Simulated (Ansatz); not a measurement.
**Si₄H₁₀O₃ + H₂O: a complex and its separated parts**

The complex below is one end of an elementary step. How strongly is it bound against its free parts?

Computed with Ansatz 0.2.0, Gaussian basis. Level: PBE0-D4/def2-TZVP structures, single points in def2-TZVPP, no counterpoise correction.

Levels: SPW92, PBE-D4, BLYP-D4, r2SCAN-D4, B97M-V, PBE0-D4, B3LYP-D4, r2SCAN0-D4, BHLYP-D4, CAM-B3LYP-D4, wB97X-V, wB97M-V, B2PLYP, PBE-QIDH, RPA on PBE, Hartree-Fock, MP2, CCSD, CCSD(T).

Cores are frozen in the correlated methods. B3LYP uses VWN-RPA correlation. B2PLYP carries no dispersion term here.

94 further runs of the same task are left out: 1 that didn't finish, 93 set aside as unsound or not needed.

## (1) The system as given

The complex: 20 atoms, charge 0, spin multiplicity 1.

Atoms are counted from 1 here; the program's logs count them from 0.

Bond lengths: Si1–O2 1.639 Å, Si1–O4 1.614 Å, Si1–O6 1.624 Å, Si1–H8 1.468 Å, O2–Si3 1.648 Å, Si3–H11 1.484 Å, Si3–H12 1.483 Å, Si3–H13 1.485 Å, O4–Si5 1.641 Å, Si5–H14 1.486 Å, Si5–H15 1.485 Å, Si5–H16 1.481 Å, O6–Si7 1.642 Å, Si7–H17 1.483 Å, Si7–H18 1.485 Å, Si7–H19 1.485 Å, H9–O10 0.964 Å, O10–H20 0.959 Å. Angles: O2–Si1–O4 110.3°, O2–Si1–O6 107.6°, O2–Si1–H8 108.8°, O4–Si1–O6 108.3°, O4–Si1–H8 111.8°, O6–Si1–H8 110.0°, Si1–O2–Si3 135.4°, O2–Si3–H11 110.4°, O2–Si3–H12 106.9°, O2–Si3–H13 110.5°, H11–Si3–H12 109.8°, H11–Si3–H13 109.5°, H12–Si3–H13 109.7°, Si1–O4–Si5 147.9°, O4–Si5–H14 106.2°, O4–Si5–H15 110.8°, O4–Si5–H16 111.6°, H14–Si5–H15 108.3° and more.

Geometry (Å):

```xyz
20
H12O4Si4
Si   -0.8024   -0.3306    0.2324
O    -0.3846   -0.2787   -1.3516
Si    0.4440   -1.2643   -2.3804
O    -0.0029    0.8021    1.0594
Si    0.3049    2.3975    1.2894
O    -0.3662   -1.7859    0.8068
Si    0.6075   -2.4755    1.9350
H    -2.2564   -0.1619    0.3434
H    -1.0591    1.6420   -1.7830
O    -1.4462    2.3862   -1.3080
H    -0.3361   -2.4949   -2.6600
H     0.6470   -0.5026   -3.6370
H     1.7603   -1.6327   -1.8006
H     1.1646    2.4825    2.4979
H     1.0579    2.9599    0.1401
H    -0.9401    3.1648    1.5234
H     0.3787   -3.9396    1.8887
H     0.2788   -1.9586    3.2876
H     2.0319   -2.1850    1.6303
H    -1.0816    3.1755   -1.7137
```

Its parts: Si₄H₁₀O₃ holds atoms 1, 2, 3, 4, 5, 6, 7, 8, 11, 12, 13, 14, 15, 16, 17, 18, 19; H₂O holds atoms 9, 10, 20. Each part counts its atoms afresh in its own runs.

## (2) Relaxing Si₄H₁₀O₃ alone

relax-a/in.yaml

```yaml
crystal:
  periodic: [false, false, false]
  atoms:
    - {symbol: Si, position_ang: [-0.802444, -0.330605, 0.232408]}
    - {symbol: O, position_ang: [-0.384644, -0.278735, -1.351638]}
    - {symbol: Si, position_ang: [0.444009, -1.264287, -2.380369]}
    - {symbol: O, position_ang: [-0.002935, 0.802059, 1.059389]}
    - {symbol: Si, position_ang: [0.304923, 2.397494, 1.289356]}
    - {symbol: O, position_ang: [-0.366211, -1.785897, 0.806769]}
    - {symbol: Si, position_ang: [0.607451, -2.475454, 1.935029]}
    - {symbol: H, position_ang: [-2.256437, -0.161911, 0.343358]}
    - {symbol: H, position_ang: [-0.336091, -2.494941, -2.660046]}
    - {symbol: H, position_ang: [0.647015, -0.502612, -3.636981]}
    - {symbol: H, position_ang: [1.760273, -1.632672, -1.800602]}
    - {symbol: H, position_ang: [1.164641, 2.482532, 2.497892]}
    - {symbol: H, position_ang: [1.057873, 2.959871, 0.140077]}
    - {symbol: H, position_ang: [-0.940116, 3.164805, 1.523351]}
    - {symbol: H, position_ang: [0.378728, -3.939568, 1.888709]}
    - {symbol: H, position_ang: [0.278803, -1.958640, 3.287577]}
    - {symbol: H, position_ang: [2.031942, -2.185016, 1.630307]}
basis:
  gaussian: {orbitals: def2-TZVP}
hamiltonian: {xc: pbe0, dispersion: d4}
relax: {f_tol: 0.005, max_steps: 200}
```

Launch:

```bash
ansatz run in.yaml --threads 4 --pin off --events-out ev --progress --plain --max-ram 63488MiB --backend cuda --devices 0, --max-vram 37GiB
```

After this run come: Relaxing H₂O alone; SPW92/def2-TZVPP; PBE-D4/def2-TZVPP; BLYP-D4/def2-TZVPP; r2SCAN-D4/def2-TZVPP; B97M-V/def2-TZVPP; PBE0-D4/def2-TZVPP; B3LYP-D4/def2-TZVPP; r2SCAN0-D4/def2-TZVPP; BHLYP-D4/def2-TZVPP; CAM-B3LYP-D4/def2-TZVPP; wB97X-V/def2-TZVPP; wB97M-V/def2-TZVPP; B2PLYP/def2-TZVPP; PBE-QIDH/def2-TZVPP; RPA on PBE/def2-TZVPP; CCSD(T)/def2-TZVPP; Vibrations of Si₄H₁₀O₃; Vibrations of H₂O.

Before running it: what results should come out? Wanted: complex less parts, CCSD(T)/def2-TZVPP; with zero-point energy; largest T1 diagnostic.

**Answer**, as computed:

| quantity | value |
| --- | --- |
| complex less parts, CCSD(T)/def2-TZVPP | -0.233 eV |
| with zero-point energy | -0.159 eV |
| largest T1 diagnostic | 0.012 |

At CCSD(T) the complex lies 0.233 eV below its parts. Among the functionals PBE0-D4 lands nearest to CCSD(T) (-0.002 eV) and SPW92 farthest (-0.155 eV). Mean unsigned error by rung: LDA 0.155, GGA 0.019, meta-GGA 0.028, hybrid 0.008, range-separated hybrid 0.021, double hybrid 0.033 eV. PBE-D4 gives a relative energy 0.023 eV too low, inside chemical accuracy (1 kcal/mol, 0.043 eV). No counterpoise was applied, and triple zeta lacks some correlation, so the CCSD(T) reference has a basis error of its own, and close matches with it are partly luck.
